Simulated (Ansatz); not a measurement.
# ZrSiRu: the cost of one run

Program: Ansatz 0.2.0. Level of theory: DFT r2SCAN, scalar-relativistic, plane waves, PAW. These are calculated values, not measurements.

2 further runs of the same task are left out: 2 set aside as unsound or not needed.

### Step 1. The structure to begin with

It takes space group P-62m (No. 189, hexagonal). Conventional cell: a = 6.675 Å, b = 6.675 Å, c = 3.701 Å, α = 90.00°, β = 90.00°, γ = 120.00°. Zr (site symmetry m2m) is surrounded by 5 Si at 2.73 to 2.77 Å and 6 Ru at 2.93 to 3.04 Å. Around Si (site symmetry -62m) lie 6 Ru at 2.47 Å and 3 Zr at 2.77 Å. Si (site symmetry -6) is surrounded by 3 Ru at 2.57 Å and 6 Zr at 2.73 Å. Around Ru (site symmetry m2m) lie 4 Si at 2.47 to 2.57 Å and 2 Ru at 2.82 Å.

Structure file:

```cif
data_structure
_symmetry_space_group_name_H-M 'P-62m'
_symmetry_Int_Tables_number 189
_cell_length_a 6.6754
_cell_length_b 6.6754
_cell_length_c 3.7013
_cell_angle_alpha 90.000
_cell_angle_beta 90.000
_cell_angle_gamma 120.000
_cell_volume 142.84
loop_
_atom_site_label
_atom_site_type_symbol
_atom_site_symmetry_multiplicity
_atom_site_Wyckoff_symbol
_atom_site_fract_x
_atom_site_fract_y
_atom_site_fract_z
_atom_site_occupancy
Zr1 Zr 3 g 0.58544 0.00000 0.50000 1
Si1 Si 1 b 0.00000 0.00000 0.50000 1
Si2 Si 2 c 0.33333 0.66667 0.00000 1
Ru1 Ru 3 f 0.24423 0.00000 0.00000 1
```

It is the result of an earlier relaxation at this level (volume 15.87 Å³/atom; gap on the mesh: none (metal)).

### Step 2. Volume × 0.97

Contents of input.yaml:

```yaml
crystal:
  lattice:
    - [6.6079934186, 0.0, 0.0]
    - [-3.3039967093, 5.7226901686, 0.0]
    - [0.0, 0.0, 3.6639262083]
  atoms:
    - { symbol: Zr, position: [0.5854380034, 0.0, 0.5] }
    - { symbol: Zr, position: [0.4145619966, 0.4145619966, 0.5] }
    - { symbol: Zr, position: [0.0, 0.5854380034, 0.5] }
    - { symbol: Si, position: [0.0, 0.0, 0.5] }
    - { symbol: Si, position: [0.3333333333, 0.6666666667, 0.0] }
    - { symbol: Si, position: [0.6666666667, 0.3333333333, 0.0] }
    - { symbol: Ru, position: [0.2442292056, 0.0, 0.0] }
    - { symbol: Ru, position: [0.7557707944, 0.7557707944, 0.0] }
    - { symbol: Ru, position: [0.0, 0.2442292056, 0.0] }
basis:
  ecutwfc: 500
kpoints:
  mp_grid: { grid: [6, 6, 10] }
hamiltonian:
  xc: r2scan
scf:
  occupations: { method: gaussian, width: 0.1 }
output:
  forces: true
  stress: true
  eigenvalues: true
relax:
  adjacent_minimum: "off"
  f_tol: 0.01
  max_steps: 30
  cell: { stress_tol: 0.1, fix: [volume] }
```

On the command line:

```bash
$ ansatz run input.yaml --threads 2 --pin off --max-ram 5120MiB --backend cpu --events-out ev --progress --plain --runs-dir out
```

What time and memory should one allow on 2 threads of Intel Xeon at 2.50GHz (Skylake/Cascade Lake), shared host?

About 3.9 min, with a peak of 0.87 GiB.
